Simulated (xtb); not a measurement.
**GFN2-xTB run of SiPNH4Se (SMILES N1[SiH2][Se]P1)**

Wanted: an optimisation with harmonic vibrations of SiPNH4Se. 

Program for the calculation: xtb 6.7.1.

7 further runs of the same task are left out: 1 that didn't finish, 6 set aside as unsound or not needed.

## (1) The molecule

SiPNH4Se: 8 atoms, total charge 0, spin state singlet. As SMILES, `N1[SiH2][Se]P1`. The shape comes from a force field and isn't a relaxed structure. The run starts from this shape.

Bond lengths: N1–Si2 1.834 Å, Si2–Se3 2.213 Å, N1–P4 1.831 Å, Se3–P4 2.289 Å, N1–H5 1.027 Å, Si2–H6 1.468 Å, Si2–H7 1.470 Å, P4–H8 1.460 Å. Some angles: N1–Si2–Se3 92.0°, Si2–N1–P4 100.7°, Si2–Se3–P4 77.6°, N1–P4–Se3 89.7°, N1–Si2–H6 112.4°, N1–Si2–H7 111.8°, Se3–Si2–H6 111.2°, Se3–Si2–H7 111.2°, Si2–N1–H5 103.3°, P4–N1–H5 109.6°.

## (2) An optimisation with harmonic vibrations at GFN2-xTB

xtb.inp

```
$chrg 0
$spin 0
$end
```

struc.sdf

```

     RDKit          3D

  8  8  0  0  0  0  0  0  0  0999 V2000
   -0.3811   -0.8289    0.5917 N   0  0  0  0  0  0  0  0  0  0  0  0
   -0.6089    0.8166   -0.1857 Si  0  0  0  0  0  4  0  0  0  0  0  0
    1.5209    0.9179   -0.7766 Se  0  0  0  0  0  2  0  0  0  0  0  0
    1.3963   -1.1180    0.2620 P   0  0  0  0  0  0  0  0  0  0  0  0
   -0.5196   -0.6394    1.5914 H   0  0  0  0  0  0  0  0  0  0  0  0
   -1.4833    0.7637   -1.3633 H   0  0  0  0  0  0  0  0  0  0  0  0
   -0.9338    1.8498    0.8087 H   0  0  0  0  0  0  0  0  0  0  0  0
    1.1016   -1.8188   -0.9839 H   0  0  0  0  0  0  0  0  0  0  0  0
  2  1  1  0
  3  2  1  0
  4  3  1  0
  4  1  1  0
  5  1  1  0
  6  2  1  0
  7  2  1  0
  8  4  1  0
M  END
$$$$
```

Launch:

```bash
$ xtb struc.sdf --ohess --json --input xtb.inp | tee struc.out
```

What values should one expect? Wanted: total energy at the end; dipole moment; HOMO energy; LUMO energy; HOMO–LUMO gap; dispersion energy; mean polarisability; lowest harmonic wavenumber; highest harmonic wavenumber.

Computed results:

At GFN2-xTB:

```
                      quantity          value
       total energy at the end   -12.45216 Eh
                 dipole moment         4.01 D
                   HOMO energy      -10.05 eV
                   LUMO energy       -6.82 eV
                 HOMO–LUMO gap        3.23 eV
             dispersion energy  -18.11 kJ/mol
mean polarisability (D4 model)     87.3 bohr³
    lowest harmonic wavenumber       124 cm⁻¹
   highest harmonic wavenumber      3455 cm⁻¹
             zero-point energy   109.9 kJ/mol
```

**Reading.** At the final geometry: Bond lengths: N1–Si2 1.732 Å, Si2–Se3 2.306 Å, N1–P4 1.734 Å, Se3–P4 2.266 Å, N1–H5 1.007 Å, Si2–H6 1.458 Å, Si2–H7 1.458 Å, P4–H8 1.415 Å. Some angles: N1–Si2–Se3 86.8°, Si2–N1–P4 108.4°, Si2–Se3–P4 75.9°, N1–P4–Se3 88.1°, N1–Si2–H6 110.0°, N1–Si2–H7 115.6°, Se3–Si2–H6 113.3°, Se3–Si2–H7 111.7°, Si2–N1–H5 125.7°, P4–N1–H5 118.0°. All 18 modes are real, so the shape is a minimum at this level. Mulliken charges run from -0.36 on N1 to +0.55 on Si2.
